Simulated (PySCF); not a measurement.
# C7H10GaNS: the cost of one run

Computed with PySCF 2.14.0, with density-fitted response routines of our own, on a single molecule, in the gas phase or a continuum. Atoms are numbered from 0 throughout.

### Step 1. The starting structure

20 atoms, charge 0, multiplicity 1; geometry from: UFF. The atoms were then displaced at random by about 0.03 Å, so the start is not that level's minimum.

Bonds of the start (Å): C0–C1 1.47, C1–S2 1.65, C1–C3 1.60, C3–C4 1.40, C4–C5 1.39, C5–N6 1.39, N6–Ga7 1.94, N6–C8 1.43, C8–C9 1.39, C9–C3 1.36, C0–H10 1.02, C0–H11 1.14, C0–H12 1.24, C4–H13 1.06, C5–H14 1.10, Ga7–H15 1.62, Ga7–H16 1.59, Ga7–H17 1.61, C8–H18 1.04, C9–H19 1.10.

### Step 2. Optimising the geometry at PBE0-D3(BJ)/def2-SVP

The job: settings as JSON, then the geometry in Å.

```
{"job": {"xc": "PBE0", "basis": "def2-SVP", "d3": "d3bj", "grid": 1, "shake": 0.03, "kind": "geom"}, "charge": 0, "multiplicity": 1}
C     -3.405830    -0.203240    -0.452860
C     -2.453100     0.626830     0.303980
S     -3.001340     1.918900     1.174530
C     -0.882440     0.374640     0.125650
C     -0.511930    -0.295450    -1.050420
C      0.851410    -0.511070    -1.169270
N      1.766760    -0.150190    -0.190200
Ga     3.653640    -0.517530    -0.413360
C      1.298350     0.483560     1.003560
C     -0.062630     0.729250     1.157040
H     -3.212910    -1.208200    -0.493000
H     -3.528550     0.290670    -1.471990
H     -4.545930    -0.029940    -0.002620
H     -1.223420    -0.565670    -1.793360
H      1.205400    -1.054540    -2.055880
H      4.475940     0.621250     0.397050
H      3.994930    -0.487230    -1.968760
H      3.892120    -1.969500     0.237640
H      2.000500     0.726420     1.726450
H     -0.448550     1.235200     2.058830
```

Command:

```sh
> OMP_NUM_THREADS=1 python probes_run.py task.json out
```

One launch serves the whole session: the jobs run in the order shown.

**Question.** How long does this first job take on 1 thread of Arm Neoverse V2, shared host, and how much memory does it need?

About 8 min, with a peak of 1.1 GiB.
